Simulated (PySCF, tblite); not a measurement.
# C₃H₆N₂SSi: geometry, infrared bands and NMR shifts

What infrared bands and NMR shifts should C₃H₆N₂SSi (`Cc1snnc1[SiH3]`) show?

Programs: tblite 0.8.0 and PySCF 2.14.0, with density-fitted response routines of our own. Each step states its level of theory. These are calculated values for one molecule in the gas phase, unless marked as measured. Atoms are numbered from 0 throughout.

## 1. Starting geometry

13 atoms, charge 0, multiplicity 1; geometry from: force field or distance geometry start.

Bonds of the start (Å): C0–C1 1.49, C1–S2 1.78, S2–N3 1.60, N3–N4 1.30, N4–C5 1.32, C5–Si6 1.86, C5–C1 1.37, C0–H7 1.11, C0–H8 1.13, C0–H9 1.11, Si6–H10 1.46, Si6–H11 1.46, Si6–H12 1.47.

## 2. Geometry optimisation with GFN2-xTB

Job settings and geometry (Å):

```
{"job": {"kind": "relax", "xc": "GFN2-xTB", "basis": "xTB"}, "charge": 0, "multiplicity": 1}
C     -1.447800    -0.948900     0.143000
C     -0.902800     0.438400     0.044700
S     -1.754300     2.001700     0.066900
N     -0.390000     2.817500    -0.074500
N      0.656400     2.045500    -0.109200
C      0.426600     0.749200    -0.057300
Si     1.780700    -0.519300    -0.113500
H     -0.713500    -1.697700    -0.213000
H     -1.695300    -1.166200     1.225700
H     -2.352000    -1.084900    -0.486200
H      2.149800    -0.930000     1.239700
H      2.931200     0.000800    -0.840100
H      1.306700    -1.705600    -0.843800
```

Command:

```bash
$ OMP_NUM_THREADS=1 python probes_run.py task.json out
```

One launch serves the whole session: the jobs run in the order shown.

The program printed:

```text
step      E/eV     max force
  0    -551.39337    2.250
  1    -551.54941    1.121
  2    -551.58963    0.494
  3    -551.60830    0.304
  4    -551.62102    0.329
  5    -551.63143    0.262
  6    -551.63946    0.260
  7    -551.64523    0.217
  8    -551.64942    0.224
  9    -551.65394    0.261
 10    -551.65884    0.282
 11    -551.66443    0.278
 12    -551.67072    0.242
 13    -551.67666    0.211
 14    -551.68124    0.176
 15    -551.68428    0.130
 16    -551.68617    0.122
 17    -551.68779    0.143
 18    -551.68924    0.104
 19    -551.69024    0.080
 20    -551.69105    0.070
 21    -551.69197    0.095
 22    -551.69307    0.091
 23    -551.69408    0.082
 24    -551.69467    0.053
 25    -551.69493    0.040
 26    -551.69515    0.039
 27    -551.69542    0.053
 28    -551.69567    0.040
 29    -551.69585    0.027
 30    -551.69596    0.029
 31    -551.69608    0.038
 32    -551.69620    0.037
 33    -551.69628    0.024
 34    -551.69634    0.017
 35    -551.69637    0.019
 36    -551.69641    0.021
 37    -551.69643    0.014
 38    -551.69646    0.013
 39    -551.69648    0.013
 40    -551.69650    0.020
 41    -551.69653    0.021
 42    -551.69656    0.015
 43    -551.69659    0.015
 44    -551.69661    0.017
 45    -551.69665    0.024
 46    -551.69672    0.033
 47    -551.69685    0.041
 48    -551.69705    0.050
 49    -551.69731    0.050
 50    -551.69761    0.053
 51    -551.69794    0.044
 52    -551.69824    0.045
 53    -551.69851    0.039
 54    -551.69871    0.027
 55    -551.69882    0.023
 56    -551.69891    0.031
 57    -551.69904    0.043
 58    -551.69920    0.053
 59    -551.69940    0.049
 60    -551.69969    0.038
 61    -551.70001    0.046
 62    -551.70033    0.052
 63    -551.70096    0.066
 64    -551.70152    0.055
 65    -551.70192    0.038
 66    -551.70208    0.043
 67    -551.70211    0.041
 68    -551.70224    0.030
 69    -551.70233    0.031
 70    -551.70249    0.033
 71    -551.70268    0.029
 72    -551.70290    0.028
 73    -551.70302    0.020
 74    -551.70307    0.013
 75    -551.70309    0.011
 76    -551.70310    0.009
```

Run time: 0.46 s. Hardware: 1 thread of Arm Neoverse V1, shared host.

The steps of the relaxation: (not every step is listed)

| step | energy from step 0 (eV) | largest force (eV/Å) |
| --- | --- | --- |
| 0 | 0.0000 | 2.2498 |
| 1 | -0.1560 | 1.1210 |
| 2 | -0.1963 | 0.4943 |
| 3 | -0.2149 | 0.3037 |
| 4 | -0.2277 | 0.3291 |
| 5 | -0.2381 | 0.2621 |
| 6 | -0.2461 | 0.2600 |
| 7 | -0.2519 | 0.2166 |
| 8 | -0.2560 | 0.2240 |
| 14 | -0.2879 | 0.1757 |
| 20 | -0.2977 | 0.0703 |
| 26 | -0.3018 | 0.0389 |
| 32 | -0.3028 | 0.0369 |
| 38 | -0.3031 | 0.0135 |
| 44 | -0.3032 | 0.0166 |
| 50 | -0.3042 | 0.0535 |
| 56 | -0.3055 | 0.0307 |
| 62 | -0.3070 | 0.0523 |
| 68 | -0.3089 | 0.0296 |
| 71 | -0.3093 | 0.0289 |
| 72 | -0.3095 | 0.0282 |
| 73 | -0.3097 | 0.0195 |
| 74 | -0.3097 | 0.0131 |
| 75 | -0.3097 | 0.0110 |
| 76 | -0.3097 | 0.0095 |

Close pairs (by a distance rule), those that changed most:

| bond | before (Å) | after (Å) | change (Å) |
| --- | --- | --- | --- |
| S2–N3 | 1.596 | 1.666 | +0.070 |
| C1–S2 | 1.780 | 1.723 | -0.057 |
| N3–N4 | 1.301 | 1.251 | -0.050 |
| C0–H8 | 1.132 | 1.091 | -0.041 |
| N4–C5 | 1.318 | 1.348 | +0.031 |
| C5–Si6 | 1.856 | 1.880 | +0.024 |
| C0–H9 | 1.110 | 1.089 | -0.021 |
| C0–H7 | 1.108 | 1.088 | -0.020 |

The end geometry stands in the next job.

## 3. Harmonic vibrations with GFN2-xTB

Job settings and geometry (Å):

```
{"job": {"kind": "ir", "xc": "GFN2-xTB", "basis": "xTB"}, "charge": 0, "multiplicity": 1}
C     -1.547881    -0.923780     0.279236
C     -0.895287     0.389049     0.069563
S     -1.762286     1.877609     0.045064
N     -0.352593     2.728152    -0.208219
N      0.658592     1.994430    -0.270509
C      0.440483     0.672115    -0.124169
Si     1.897556    -0.514414    -0.193619
H     -0.840275    -1.725765     0.081379
H     -1.899355    -1.014053     1.307767
H     -2.408821    -1.034326    -0.378812
H      1.961057    -1.233124     1.083762
H      3.101391     0.265827    -0.441524
H      1.643032    -1.481232    -1.267646
```

The program printed:

```text
mode    cm-1     km/mol
  1      48.5      0.32
  2      74.8      0.06
  3     131.7      0.76
  4     159.3      1.52
  5     251.5      1.52
  6     301.2      1.61
  7     412.7     14.99
  8     485.9     17.39
  9     531.1     42.62
 10     551.7     46.47
 11     579.2     12.77
 12     653.3     14.83
 13     686.7     11.90
 14     752.7      5.52
 15     765.1    150.09
 16     776.4    397.96
 17     795.3    347.47
 18     893.4     18.54
 19    1025.8      5.68
 20    1059.3      4.08
 21    1164.7     10.12
 22    1293.3     58.12
 23    1387.8    196.34
 24    1399.1      1.90
 25    1454.6     12.29
 26    1462.4      6.78
 27    1492.6      6.42
 28    2232.6    384.70
 29    2239.4    178.80
 30    2337.4    244.64
 31    2994.4      9.06
 32    3018.2      8.29
 33    3038.4     10.87
```

It took 0.4 s on 1 thread of Arm Neoverse V1, shared host.

Which atoms move in the most intense modes:

| cm⁻¹ | km/mol | atoms |
| --- | --- | --- |
| 765 | 150.1 | H11 56 %, H10 25 %, H12 15 % |
| 776 | 398.0 | H12 36 %, H10 26 %, H11 24 % |
| 795 | 347.5 | H10 44 %, H12 43 % |
| 1293 | 58.1 | C5 61 %, N4 19 %, C1 12 % |
| 1388 | 196.3 | N4 46 %, N3 44 % |
| 2233 | 384.7 | H12 69 %, H10 27 % |
| 2239 | 178.8 | H10 70 %, H12 28 % |
| 2337 | 244.6 | H11 97 % |

## 4. Nuclear shieldings: PBE0/pcSseg-1

Settings changed since step 3:

```diff
@@ -1,2 +1,2 @@
-{"job": {"kind": "ir", "xc": "GFN2-xTB", "basis": "xTB"}, "charge": 0, "multiplicity": 1}
+{"job": {"kind": "nmr", "xc": "PBE0", "basis": "pcSseg-1"}, "charge": 0, "multiplicity": 1}
 C     -1.547881    -0.923780     0.279236
```

Method: GIAO PBE0/pcSseg-1 NMR shielding, non-relativistic, gas phase.

The program printed:

```text
coarse grid: 12352 points
cycle   1  E = -914.4222220201  dE =  1.129e+00  |g| = 3.343e-01  |ddm| = 3.740e+00
cycle   2  E = -914.4045123909  dE =  1.771e-02  |g| = 4.144e-01  |ddm| = 8.094e-01
cycle   3  E = -914.4426202035  dE = -3.811e-02  |g| = 1.595e-01  |ddm| = 6.052e-01
cycle   4  E = -914.4486393667  dE = -6.019e-03  |g| = 3.549e-02  |ddm| = 1.846e-01
cycle   5  E = -914.4489103715  dE = -2.710e-04  |g| = 8.353e-03  |ddm| = 4.039e-02
cycle   6  E = -914.4489230559  dE = -1.268e-05  |g| = 3.808e-03  |ddm| = 1.251e-02
cycle   7  E = -914.4489265177  dE = -3.462e-06  |g| = 5.695e-04  |ddm| = 4.239e-03
final grid: 111512 points
cycle   8  E = -914.4889111762  dE = -1.914e-05  |g| = 8.310e-03  |ddm| = 3.039e-02
cycle   9  E = -914.4888780339  dE =  3.314e-05  |g| = 1.383e-02  |ddm| = 2.240e-02
cycle  10  E = -914.4889271239  dE = -4.909e-05  |g| = 2.326e-03  |ddm| = 1.659e-02
cycle  11  E = -914.4889284402  dE = -1.316e-06  |g| = 3.860e-04  |ddm| = 2.548e-03
cycle  12  E = -914.4889284704  dE = -3.014e-08  |g| = 1.334e-04  |ddm| = 4.537e-04
cycle  13  E = -914.4889284743  dE = -3.915e-09  |g| = 2.589e-05  |ddm| = 1.241e-04
cycle  14  E = -914.4889284745  dE = -1.796e-10  |g| = 8.155e-06  |ddm| = 4.080e-05
converged SCF energy = -914.4889284745

GIAO shielding tensors (ppm)
atom      isotropic    diamagn.    paramagn.     s11        s22        s33       span
  0 C      172.379     246.364     -73.985    156.475    175.010    185.652     29.177
  1 C       12.638     265.988    -253.350    -79.705     -4.086    121.704    201.409
  2 S      -54.519    1057.518   -1112.037   -496.082    140.474    192.052    688.134
  3 N     -194.533     321.807    -516.340   -508.260   -176.638    101.301    609.561
  4 N     -227.569     327.127    -554.696   -619.286   -204.351    140.929    760.214
  5 C       36.802     251.570    -214.768    -22.685     33.902     99.190    121.875
  6 Si     433.451     880.760    -447.309    411.073    432.933    456.349     45.275
  7 H       28.848      30.836      -1.988     22.752     29.478     34.314     11.562
  8 H       28.822      28.425       0.397     24.292     26.681     35.492     11.200
  9 H       28.667      28.281       0.387     23.125     27.696     35.181     12.056
 10 H       27.009      29.415      -2.405     23.470     25.941     31.617      8.147
 11 H       26.589      28.638      -2.049     22.750     25.067     31.949      9.199
 12 H       26.992      29.414      -2.422     23.440     26.021     31.515      8.075
```

Wall time 25 s (1 thread of Arm Neoverse V1, shared host); peak memory 0.81 GiB.

Shifts follow as δ = σ(reference) − σ, with reference shieldings (ppm) from runs at the same level and on the same kind of geometry: 1H TMS 31.72, 13C TMS 186.9, 29Si TMS 349.2, 15N NH3 267.7, 33S CS2 504. The references are single molecules in the gas phase, so shifts against H2O, NH3, PH3, H3PO4 or CFCl3 are not on the usual liquid scales and can be off by tens of ppm. Atoms listed in one row are averaged.

| atoms | environment | σ (ppm) | δ (ppm) | δ scaled to CDCl3 |
| --- | --- | --- | --- | --- |
| C1 | substituted aromatic carbon next to the ring sulfur | 12.6 | 174.3 | 163.8 |
| C5 | substituted aromatic carbon next to a ring nitrogen | 36.8 | 150.1 | 144.6 |
| C0 | methyl carbon on an aromatic ring | 172.4 | 14.5 | 12.3 |
| H10, H11, H12 | hydrogen on a silicon bonded to C | 26.86 | 4.85 | – |
| H7, H8, H9 | hydrogen on a methyl carbon on an aromatic ring | 28.78 | 2.94 | 2.88 |
| S2 | aromatic ring sulfur | -55 | 558 | – |
| N4 | pyridine-type nitrogen of an azole | -227.6 | 495.3 | – |
| N3 | pyridine-type nitrogen of an azole | -194.5 | 462.3 | – |
| Si6 | silicon bonded to C, 3 H | 433.5 | -84.3 | – |

The scaled column applies a straight-line fit of computed shieldings to shifts measured in CDCl3, with any fitted terms for Cl, Br or S neighbours (root-mean-square error 0.16 ppm for H, 1.9 ppm for C).

Charges from the same density, by scheme (e):

| atoms | Mulliken | IAO | Hirshfeld | ESP fit |
| --- | --- | --- | --- | --- |
| C0 | -0.12 | -0.43 | -0.11 | -0.75 |
| C1 | -0.59 | -0.13 | -0.01 | 0.04 |
| S2 | 0.44 | 0.44 | 0.16 | 0.17 |
| N3 | -0.27 | -0.30 | -0.13 | -0.18 |
| N4 | -0.20 | -0.12 | -0.10 | -0.33 |
| C5 | -0.01 | -0.24 | -0.08 | 0.28 |
| Si6 | 0.52 | 0.61 | 0.32 | 0.35 |

Mayer bond orders: C0–C1 1.05, C1–S2 1.26, S2–N3 1.10, N3–N4 1.57, N4–C5 1.24, C5–Si6 0.87, C5–C1 1.39.

Ring of atoms C1, S2, N3, N4, C5: NICS(0) -11.5, NICS(1) -13.0, NICS(1)zz -30.8 ppm (means of both faces).

Orbitals, density, ELF and potential are computed afterwards from the orbital file.

Frontier orbitals at PBE0/pcSseg-1, with the share of their density that lies nearest to each atom:

| orbital | energy (eV) | lies on |
| --- | --- | --- |
| HOMO | -7.31 | N4 41 %; N3 31 %; S2 15 % |
| LUMO | -1.54 | C1 25 %; S2 23 %; N3 23 % |

ELF in a plane through or near 9 of the atoms.

Ten even steps from ' ' (0.00) to '@' (1.00):
```
                                                        
                                                        
                                                        
                                                        
                              ....                      
                            %%@@@@--                    
              ..::::::..  ::@@@@@@**::..                
            ..::------::    %%@@@@::++**--..            
        ::====::..**::..::    ++==----**==::            
      ++@@@@@@@@::%%--**%%--==**%%%%==::                
      %%@@@@@@@@++..==@@**==%%::++**::                  
      ##@@@@@@@@%%::++**--::%%++++%%**==--::            
      ..%%@@@@##    ..++%%%%::..**::..++%%##==..        
          ..      ++@@##**==++++**--##==@@@@**..        
                ..%%@@@@####--::##++++%%%%%%==          
                  ++**==..++##%%##..::====--..          
                    ..    **@@@@%%..                    
                          ==##%%++                      
                            ....                        
                                                        
```
The map spans 11.4 Å across and 10.6 Å up, centred on the molecule. Atoms in the plane (x, y in Å): C0 (1.5, 1.0), C1 (0.9, -0.4), S2 (1.8, -1.8), N3 (0.4, -2.7), N4 (-0.6, -2.0), C5 (-0.4, -0.7), Si6 (-1.9, 0.4), H7 (0.8, 1.7), H11 (-3.1, -0.4).

On the surface of density 0.002 e/bohr³ the electrostatic potential runs, from the 1st to the 99th percentile, from -1.72 V near N3 to 1.26 V near H9.

## 5. Outcome

| quantity | value |
| --- | --- |
| strongest single infrared mode (GFN2-xTB) | 776 cm⁻¹, 398 km/mol |
| zero-point energy (GFN2-xTB) | 52.1 kcal/mol |
| 13C shifts against TMS (PBE0/pcSseg-1) | 174.3, 150.1, 14.5 ppm |
| 1H shifts against TMS (PBE0/pcSseg-1, means over atoms taken as alike) | 4.85, 2.94 ppm |
| 33S shifts against CS2 (PBE0/pcSseg-1) | 558 ppm |
| 15N shifts against NH3 (PBE0/pcSseg-1) | 495.3, 462.3 ppm |
| 29Si shifts against TMS (PBE0/pcSseg-1) | -84.3 ppm |
| surface potential, 1st and 99th percentile | -1.72 V and 1.26 V |

What this shows: Relaxing lowered the energy by 0.310 eV in 76 steps; the close pair that moved most is S2–N3, from 1.596 to 1.666 Å. All 33 modes are real, so the xTB geometry is a minimum. The strongest single mode, at 776 cm⁻¹, has its largest shares on H12, H10 and H11 (the list is cut at 3 atoms). Unscaled tight-binding wavenumbers are off by several per cent, some by more. Its intensities can rank the bands wrongly. At PBE0/pcSseg-1: The widest tensor belongs to N4: span 760 ppm, with a paramagnetic part of -555 ppm. NICS(1)zz of -31 ppm above the planar ring from C1 marks a diatropic (aromatic) ring current. At PBE0/pcSseg-1, counted by nearest atom on the grid, the HOMO lies on N4 41 %; N3 31 %, the LUMO on C1 25 %; S2 23 %.
